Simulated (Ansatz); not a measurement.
**Nb: a tetragonal deformation path**

One table from this session's results is given with a row withheld; the runs are named, their logs left out.

Method: DFT PBEsol, scalar-relativistic, plane waves, PAW, in Ansatz 0.2.0.

**The system as given**

It takes space group Fm-3m (No. 225, cubic). Conventional cell: a = 4.230 Å, b = 4.230 Å, c = 4.230 Å, α = 90.00°, β = 90.00°, γ = 90.00°. Nb (site symmetry m-3m) has 12 Nb at 2.99 Å in its first shell of neighbours.

As a file:

```cif
data_structure
_symmetry_space_group_name_H-M 'Fm-3m'
_symmetry_Int_Tables_number 225
_cell_length_a 4.2300
_cell_length_b 4.2300
_cell_length_c 4.2300
_cell_angle_alpha 90.000
_cell_angle_beta 90.000
_cell_angle_gamma 90.000
_cell_volume 75.69
loop_
_atom_site_label
_atom_site_type_symbol
_atom_site_symmetry_multiplicity
_atom_site_Wyckoff_symbol
_atom_site_fract_x
_atom_site_fract_y
_atom_site_fract_z
_atom_site_occupancy
Nb1 Nb 4 a 0.00000 0.00000 0.00000 1
```

No relaxation comes first: the listed cell is the starting point.

**The reference cell**

Reference values: F = -4495.0961 eV; pressure -6.85 GPa; largest force 0.000 eV/Å; gap on the mesh none (metal). It was computed beforehand with the settings of the runs below.

Set-up of the first run:

At fixed volume and fractional coordinates, lengths along (0.000, 0.000, 1.000) are scaled against those across it; ρ is that ratio over its starting value.

input.yaml

```yaml
crystal:
  lattice:
    - [0.0, 2.3741267449, 1.6785076087]
    - [2.3741267449, 0.0, 1.6785076087]
    - [2.3741267449, 2.3741267449, 0.0]
  atoms:
    - { symbol: Nb, position: [0.0, 0.0, 0.0] }
basis:
  ecutwfc: 420
kpoints:
  mp_grid: { grid: [22, 22, 22] }
hamiltonian:
  xc: pbesol
scf:
  occupations: { method: gaussian, width: 0.15 }
output:
  forces: true
  stress: true
  eigenvalues: true
```

Started as:

```bash
$ ansatz run input.yaml --threads 1 --pin off --max-ram 2560MiB --backend cpu --events-out ev --progress --plain --runs-dir out
```

Steps of the session up to this table: ρ = 0.707; ρ = 1.414; Point ρ = 0.850; At ρ = 1.200; ρ = 0.780; At ρ = 1.300; At ρ = 0.920; ρ = 1.100; ρ = 0.650; ρ = 1.500; ρ = 0.960; ρ = 1.050.

One table of the session follows, with a row left open; its other results are not shown here.

```
    ρ  ΔE (meV/atom)  pressure (GPa)
0.650         -286.0           -11.7
0.707         -309.1           -12.2
0.780         -269.4           -11.6
0.850         -173.2            -9.9
0.920          -63.5            -8.0
0.960          -17.2            -7.2
1.000            0.0            -6.8
1.050          -22.0            -7.3
1.100          -68.6            -8.1
1.200         -157.2            -9.3
1.300              ?               ?
1.414         -105.1            -7.4
1.500            4.0            -4.8
```

**Question.** Estimate the row for ρ = 1.300.

Worked estimate for «ΔE (meV/atom)». A straight line through the neighbours (1.200, -157.2) and (1.414, -105.1) gives -157.2 + (-105.1 + 157.2) × (1.300 − 1.200) / (1.414 − 1.200) = -132.9; a parabola fitted to 4 rows on both sides gives -172.9.

The run gave: ΔE (meV/atom): -175.0; pressure (GPa): -9.2. In «ΔE (meV/atom)» the line misses by +42.1 and the parabola by +2.1.
